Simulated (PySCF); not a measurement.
**From one method to the next for ScB**

Aim: see what other levels and later steps give for ScB.

Computed with PySCF 2.14.0. Level: method and basis as typed in the scripts.

## 1. The system as given

ScB: 2 atoms, charge 0, spin multiplicity 1.

Bond lengths: Sc1–B2 2.242 Å.

## 2. The run that the others are compared with

File input.py:

```python
from pyscf import gto, dft

mol = gto.M(
    atom='Sc 0 0 0; B 0 0 2.242',
    basis='6-31g',
    charge=0,
    spin=0,
    verbose=4,
)
mf = dft.RKS(mol, xc='pw6b95')
mf.kernel()
mf.stability(internal=True, external=True)
mf.dip_moment()
print('orbital energies (hartree):', mf.mo_energy[..., max(0, mol.nelec[1]-3):mol.nelec[0]+3].round(4))
```

Launch:

```bash
$ OMP_NUM_THREADS=1 python input.py
```

## 3. Polarisability

Run 1 changes step after the SCF: stability → polarizability.

input.py, as its differences from that of step 2:

```diff
@@ -1,2 +1,3 @@
 from pyscf import gto, dft
+from pyscf.prop.polarizability import rhf as pol
 
@@ -11,3 +12,4 @@
 mf.kernel()
-mf.stability(internal=True, external=True)
+print('polarizability (a.u.)')
+print(pol.Polarizability(mf).polarizability().round(4))
 mf.dip_moment()
```

## 4. CCSD (RHF)

Run 2 changes step after the SCF: stability → ccsd; SCF type: RKS → RHF; functional: pw6b95 → none (Hartree–Fock); frozen orbitals: none → 6.

input.py, as its differences from that of step 2:

```diff
@@ -1,2 +1,2 @@
-from pyscf import gto, dft
+from pyscf import gto, scf, cc
 
@@ -9,5 +9,6 @@
 )
-mf = dft.RKS(mol, xc='pw6b95')
+mf = scf.RHF(mol)
 mf.kernel()
-mf.stability(internal=True, external=True)
+mycc = cc.CCSD(mf, frozen=6)
+mycc.kernel()
 mf.dip_moment()
```

**Question.** What will these runs give? Wanted: for each run, E(SCF); from base; gap; SCF dipole; after the SCF.

As calculated:

```
           run  E(SCF) (hartree)  from base (eV)  cycles  gap (eV)  SCF dipole (D)                                            after the SCF
          base       -785.763634               0      15      1.73            1.62  unstable: internal, real -> complex, RHF/RKS -> UHF/UKS
polarisability       -785.763634          0.0000      15      1.73            1.62                                                      n/a
    CCSD (RHF)       -784.120121  not comparable      16      5.81            0.55                  CCSD correlation -8.044 eV, core frozen
```

What this shows: Total energies from different bases, Hamiltonians or methods carry different errors, so properties are taken as differences within one set-up.
